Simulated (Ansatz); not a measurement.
# Si24H6CF2: the cost of one run

Program: Ansatz 0.2.0. Level of theory: DFT PBEsol, plane waves, PAW, scalar-relativistic, no spin polarisation. These are calculated values, not measurements.

### Step 1. Starting point

The cell holds 33 atoms (CH6F2Si24): a = 11.519 Å, b = 7.679 Å, c = 20.419 Å, α = 90.00°, β = 90.00°, γ = 60.00°.

The coordinates stand in the first input below.

### Step 2. Dynamics

370 steps of 0.75 fs at constant energy.

File input.yaml:

```yaml
crystal:
  lattice:
    - [11.518769, 0.0, 0.0]
    - [3.83959, 6.650365, 0.0]
    - [0.0, 0.0, 20.418765]
  atoms:
    - { symbol: H, position: [0.1111111, 0.1666667, 0.0489746] }
    - { symbol: H, position: [0.4444444, 0.1666667, 0.0489746] }
    - { symbol: H, position: [0.7777778, 0.1666667, 0.0489746] }
    - { symbol: H, position: [0.1111111, 0.6666667, 0.0489746] }
    - { symbol: H, position: [0.4444444, 0.6666667, 0.0489746] }
    - { symbol: H, position: [0.7777778, 0.6666667, 0.0489746] }
    - { symbol: Si, position: [0.1111111, 0.1666667, 0.1224364] }
    - { symbol: Si, position: [0.4444444, 0.1666667, 0.1224364] }
    - { symbol: Si, position: [0.7777778, 0.1666667, 0.1224364] }
    - { symbol: Si, position: [0.1111111, 0.6666667, 0.1224364] }
    - { symbol: Si, position: [0.4444444, 0.6666667, 0.1224364] }
    - { symbol: Si, position: [0.7777778, 0.6666667, 0.1224364] }
    - { symbol: Si, position: [-0.1111111, 0.3333333, 0.1608204] }
    - { symbol: Si, position: [0.2222222, 0.3333333, 0.1608204] }
    - { symbol: Si, position: [0.5555556, 0.3333333, 0.1608204] }
    - { symbol: Si, position: [-0.1111111, 0.8333333, 0.1608204] }
    - { symbol: Si, position: [0.2222222, 0.8333333, 0.1608204] }
    - { symbol: Si, position: [0.5555556, 0.8333333, 0.1608204] }
    - { symbol: Si, position: [-0.1111111, 0.3333333, 0.2759722] }
    - { symbol: Si, position: [0.2222222, 0.3333333, 0.2759722] }
    - { symbol: Si, position: [0.5555556, 0.3333333, 0.2759722] }
    - { symbol: Si, position: [-0.1111111, 0.8333333, 0.2759722] }
    - { symbol: Si, position: [0.2222222, 0.8333333, 0.2759722] }
    - { symbol: Si, position: [0.5555556, 0.8333333, 0.2759722] }
    - { symbol: Si, position: [0.0, 0.0, 0.3143562] }
    - { symbol: Si, position: [0.3333333, 0.0, 0.3143562] }
    - { symbol: Si, position: [0.6666667, 0.0, 0.3143562] }
    - { symbol: Si, position: [0.0, 0.5, 0.3143562] }
    - { symbol: Si, position: [0.3333333, 0.5, 0.3143562] }
    - { symbol: Si, position: [0.6666667, 0.5, 0.3143562] }
    - { symbol: C, position: [0.3158394, 0.5071409, 0.4987683] }
    - { symbol: F, position: [0.2330312, 0.6515275, 0.5369685] }
    - { symbol: F, position: [0.3986477, 0.3627544, 0.5369685] }
basis:
  ecutwfc: 420.0
kpoints:
  mp_grid: { grid: [1, 2, 1] }
hamiltonian:
  xc: pbesol
  pseudopotentials: { kind: paw, azcp: { folder: soft_1 } }
scf:
  occupations: { method: fermi_dirac, width: 0.05 }
  lower_state_search: "off"
md:
  timestep: 0.75
  n_steps: 370
  ensemble: nve
  initial_velocities: zero
  seed: 189123
  initial_site_velocities:
    - { site: 30, velocity: [0.003993, 0.0, -0.004759] }
    - { site: 31, velocity: [0.003993, 0.0, -0.004759] }
    - { site: 32, velocity: [0.003993, 0.0, -0.004759] }
  constraints: [{ sites: [0, 1, 2, 3, 4, 5, 6, 7, 8, 9, 10, 11] }]
```

Launch:

```bash
> ansatz run input.yaml --threads 2 --pin off --max-ram 5120MiB --backend cpu --events-out ev --progress --plain --runs-dir out
```

**Question.** How long does this run take on 2 threads of Arm Neoverse V1, shared host, and how much memory does it need?

About 40 min, with a peak of 2.1 GiB.
